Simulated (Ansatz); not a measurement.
# PtSe2 (P-3m1): equation of state

The task here is to estimate one member of a computed series from the others.

The COD entry's cell or inner coordinates are ideal or old and differ from later refinements, so a difference from it is no clean test against experiment.

Program: Ansatz 0.2.0. Level of theory: DFT PBE, scalar-relativistic, plane waves, PAW. These are calculated values, not measurements.

These runs use a low cutoff (300 eV) and a coarse mesh on purpose, to show what cheap settings give: their numbers aren't properties of the material.

The runs add the D3(BJ) dispersion term to the functional named.

### Starting point

Symmetry: P-3m1, No. 164, trigonal system. Conventional cell: a = 3.766 Å, b = 3.766 Å, c = 4.846 Å, α = 90.00°, β = 90.00°, γ = 120.00°. Around Pt (site symmetry -3m) lie 6 Se at 2.53 Å. Around Se (site symmetry 3m) lie 3 Pt at 2.53 Å.

As a file:

```cif
data_structure
_symmetry_space_group_name_H-M 'P-3m1'
_symmetry_Int_Tables_number 164
_cell_length_a 3.7664
_cell_length_b 3.7664
_cell_length_c 4.8460
_cell_angle_alpha 90.000
_cell_angle_beta 90.000
_cell_angle_gamma 120.000
_cell_volume 59.53
loop_
_atom_site_label
_atom_site_type_symbol
_atom_site_symmetry_multiplicity
_atom_site_Wyckoff_symbol
_atom_site_fract_x
_atom_site_fract_y
_atom_site_fract_z
_atom_site_occupancy
Pt1 Pt 1 a 0.00000 0.00000 0.00000 1
Se1 Se 2 d 0.33333 0.66667 0.26531 1
```

An earlier run at PBE left this cell at 19.845 Å³/atom and 0.00 GPa (6×6×4 mesh).

Volume factors to run: 0.980, 1.020, 0.960, 1.040.

Set-up of the first run:

input.yaml

```yaml
crystal:
  lattice:
    - [3.7411170655, 0.0, 0.0]
    - [-1.8705585328, 3.2399024172, 0.0]
    - [0.0, 0.0, 4.8134889496]
  atoms:
    - { symbol: Pt, position: [0.0, 0.0, 0.0] }
    - { symbol: Se, position: [0.3333333333, 0.6666666667, 0.2653134748] }
    - { symbol: Se, position: [0.6666666667, 0.3333333333, 0.7346865252] }
basis:
  ecutwfc: 300
  ecutrho_ratio: 4
kpoints:
  mp_grid: { grid: [6, 6, 4] }
hamiltonian:
  xc: pbe
  dispersion: d3bj
scf:
  occupations: { method: gaussian, width: 0.05 }
output:
  forces: true
  stress: true
  eigenvalues: true
relax:
  f_tol: 0.01
  max_steps: 40
  cell: { stress_tol: 0.1, fix: [volume] }
```

Command:

```console
$ ansatz run input.yaml --threads 1 --pin off --max-ram 2560MiB --backend cpu --events-out ev --progress --plain --runs-dir out
```

Among the steps run: Volume × 0.980; Volume × 1.020; Volume × 0.960; Volume × 1.040.

One of the session's tables, all rows but one given; the rest of the session is left out.

It belongs to the step «Energy and pressure against volume». 

```
volume (Å³/atom)  energy (meV/atom)  pressure (GPa)
          19.051               6.62            3.23
          19.448               1.45            1.49
          19.845               0.00            0.00
          20.242                  ?               ?
          20.639               5.31           -2.12
```

Q: Estimate the row for volume (Å³/atom) = 20.242 from the others.

Worked estimate for «energy (meV/atom)». A straight line through the neighbours (19.845, 0.00) and (20.639, 5.31) gives 0.00 + (5.31 − 0.00) × (20.242 − 19.845) / (20.639 − 19.845) = 2.66; a parabola fitted to 3 rows on both sides gives 1.29.

The run gave: energy (meV/atom): 1.48; pressure (GPa): -1.25. In «energy (meV/atom)» the line misses by +1.18 and the parabola by -0.19.

Limits of these values: Warnings in the runs' records: cutoff below recommended.
